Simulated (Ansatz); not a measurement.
**AlCu3 (Fm-3m): equation of state with a fit in Python**

Where is the equilibrium volume of AlCu3 (Fm-3m), and how stiff is it? A script is to give an equation of state with a fit; the system is AlCu3 (Fm-3m).

All numbers are computed with Ansatz 0.2.0 through its Python package. Level of theory: DFT r2SCAN, plane waves, PAW.

## Step 1: The structure

It takes space group Fm-3m (No. 225, cubic). The conventional cell has a = 5.776 Å, b = 5.776 Å, c = 5.776 Å, α = 90.00°, β = 90.00°, γ = 90.00°. Al (site symmetry m-3m) has 8 Cu at 2.50 Å as nearest neighbours. Cu (site symmetry m-3m) has 8 Cu at 2.50 Å as nearest neighbours. Cu (site symmetry -43m) is surrounded by 4 Al at 2.50 Å and 4 Cu at 2.50 Å.

The script holds or builds the structure itself.

## Step 2: The script

Contents of eos.py:

```python
"""Equation of state of AlCu3."""

import ansatz as az
import numpy as np

vectors0 = np.array([
    [0.0, 2.888011, 2.888011],
    [2.888011, 0.0, 2.888011],
    [2.888011, 2.888011, 0.0],
])
sites = [
    ("Al", [0.0, 0.0, 0.0]),
    ("Cu", [0.5, 0.5, 0.5]),
    ("Cu", [0.25, 0.25, 0.25]),
    ("Cu", [0.75, 0.75, 0.75]),
]


def build(cell):
    crystal = az.Crystal(lattice=az.Lattice.of(cell))
    for symbol, position in sites:
        crystal = crystal.atom(symbol, position)
    return crystal


def main() -> None:
    # uniform scaling of the cell
    volumes, energies, pressures = [], [], []
    for scale in np.linspace(0.95, 1.07, 5):
        cell = vectors0 * scale ** (1 / 3)
        setup = (
            build(cell).calculation()
            .occupations(az.OccupationsMethod.GAUSSIAN, width=0.15)
            .accuracy("medium")
            .functional("r2scan")
            .scf(lower_state_search="off")
            .basis(450)
            .kpoints(7, 7, 7)
            .stress()
        )
        data = setup.run(threads=1).report
        volumes.append(abs(np.linalg.det(cell)) / len(sites))
        energies.append(data["free_energy_ev"] / len(sites))
        pressures.append(np.trace(data["stress_gpa"]) / 3)
        print(f"V = {volumes[-1]:8.4f} A^3/atom  F = {energies[-1]:.5f} eV/atom  P = {pressures[-1]:8.3f} GPa")

    # third-order Birch-Murnaghan: a cubic in V^(-2/3)
    x = np.array(volumes) ** (-2 / 3)
    poly = np.polynomial.Polynomial.fit(x, energies, 3).convert()
    roots = poly.deriv().roots()
    x0 = min((r.real for r in roots if abs(r.imag) < 1e-9 and poly.deriv(2)(r.real) > 0), key=lambda r: abs(r - x.mean()))
    v0 = x0 ** -1.5
    b0 = 4 / 9 * poly.deriv(2)(x0) * v0 ** (-7 / 3) * 160.21766
    b1 = 4 + 2 / 3 * x0 * poly.deriv(3)(x0) / poly.deriv(2)(x0)
    print(f"V0 = {v0:.4f} A^3/atom, B0 = {b0:.1f} GPa, dB/dP = {b1:.2f}")


if __name__ == "__main__":
    main()
```

## Step 3: The calls as engine input

The package turns the script's settings into the engine's input (first run):

```yaml
crystal:
  lattice:
    - [0.0, 2.8390522028789182, 2.8390522028789182]
    - [2.8390522028789182, 0.0, 2.8390522028789182]
    - [2.8390522028789182, 2.8390522028789182, 0.0]
  atoms:
    - { symbol: Al, position: [0.0, 0.0, 0.0] }
    - { symbol: Cu, position: [0.5, 0.5, 0.5] }
    - { symbol: Cu, position: [0.25, 0.25, 0.25] }
    - { symbol: Cu, position: [0.75, 0.75, 0.75] }
accuracy: medium
basis:
  ecutwfc: 450.0
kpoints:
  mp_grid:
    grid: [7, 7, 7]
hamiltonian:
  xc: r2scan
scf:
  lower_state_search: "off"
  occupations:
    method: gaussian
    width: 0.15
output:
  stress: true
```

## Step 4: Launch

Started as:

```bash
> python eos.py
```

What it wrote:

```text
DeckWarning: basis.ecutwfc = 450 eV is below the records' recommended 500 eV, and the density's cutoff is lower with it unless basis.ecutrho_ratio is high enough to keep the records' density cutoff: compare with a run at a higher cutoff
V =  11.4417 A^3/atom  F = -5108.70411 eV/atom  P =    9.103 GPa
V =  11.8030 A^3/atom  F = -5108.71812 eV/atom  P =    3.488 GPa
V =  12.1643 A^3/atom  F = -5108.72050 eV/atom  P =   -1.247 GPa
V =  12.5256 A^3/atom  F = -5108.71307 eV/atom  P =   -5.234 GPa
V =  12.8870 A^3/atom  F = -5108.69737 eV/atom  P =   -8.590 GPa
V0 = 12.0632 A^3/atom, B0 = 151.9 GPa, dB/dP = 4.71
```

(Warnings from the package without file and line.)

It took 26 s on 1 thread of Arm Neoverse V1, shared host; peak memory 0.51 GiB.

## Step 5: Inputs of later runs

The engine's inputs for some of the other runs:

Run 2, against run 1:

```diff
@@ -3,3 +3,3 @@
-    - [0.0, 2.8390522028789182, 2.8390522028789182]
-    - [2.8390522028789182, 0.0, 2.8390522028789182]
-    - [2.8390522028789182, 2.8390522028789182, 0.0]
+    - [0.0, 2.8686277918116003, 2.8686277918116003]
+    - [2.8686277918116003, 0.0, 2.8686277918116003]
+    - [2.8686277918116003, 2.8686277918116003, 0.0]
```

Run 3, against run 1:

```diff
@@ -3,3 +3,3 @@
-    - [0.0, 2.8390522028789182, 2.8390522028789182]
-    - [2.8390522028789182, 0.0, 2.8390522028789182]
-    - [2.8390522028789182, 2.8390522028789182, 0.0]
+    - [0.0, 2.8976057914146724, 2.8976057914146724]
+    - [2.8976057914146724, 0.0, 2.8976057914146724]
+    - [2.8976057914146724, 2.8976057914146724, 0.0]
```

Run 4, against run 1:

```diff
@@ -3,3 +3,3 @@
-    - [0.0, 2.8390522028789182, 2.8390522028789182]
-    - [2.8390522028789182, 0.0, 2.8390522028789182]
-    - [2.8390522028789182, 2.8390522028789182, 0.0]
+    - [0.0, 2.926015502986114, 2.926015502986114]
+    - [2.926015502986114, 0.0, 2.926015502986114]
+    - [2.926015502986114, 2.926015502986114, 0.0]
```

## Step 6: What each run gave

The 5 runs, in the order started:

| run | volume (Å³/atom) | energy from run 3 (meV/atom) | pressure (GPa) | SCF cycles | CPU time (s) |
| --- | --- | --- | --- | --- | --- |
| 1 | 11.442 | 16.39 | 9.10 | 8 | 5.3 |
| 2 | 11.803 | 2.38 | 3.49 | 8 | 4.7 |
| 3 | 12.164 | 0.00 | -1.25 | 8 | 4.8 |
| 4 | 12.526 | 7.43 | -5.23 | 8 | 4.8 |
| 5 | 12.887 | 23.12 | -8.59 | 8 | 5 |

Energies are free energies F = E - TS of the smeared occupations. 

## Step 7: What came out

| quantity | value |
| --- | --- |
| runs compared | 5 |
| range of energy | 23.12 meV/atom |
| lowest point, volume (Å³/atom) | 12.164 |

What this shows: Runs 1, 2, 3, 4, 5: each has a cutoff under the recommended one, so what rests on them isn't a property of the system. A third-order Birch-Murnaghan fit through the 5 points has its minimum at 12.06 Å³ an atom, 0.2 % above the typed cell, with a bulk modulus of 152 GPa and dB/dP = 4.7. From that minimum the energy rises by 16.8 meV an atom on the compressed side and 23.5 meV on the expanded side. Notes:
- The cutoff lies under the one recommended for these potentials.
- Under the recommended cutoff a pressure can be off by several GPa, even in sign.
- For a metal this k-point mesh is coarse: on a finer one energies can move by several to tens of meV an atom and pressures by half a GPa or more, differences at one mesh by less.
- Pressure is positive in compression.
- This cell is a computed structure, which may not be the phase found in nature.
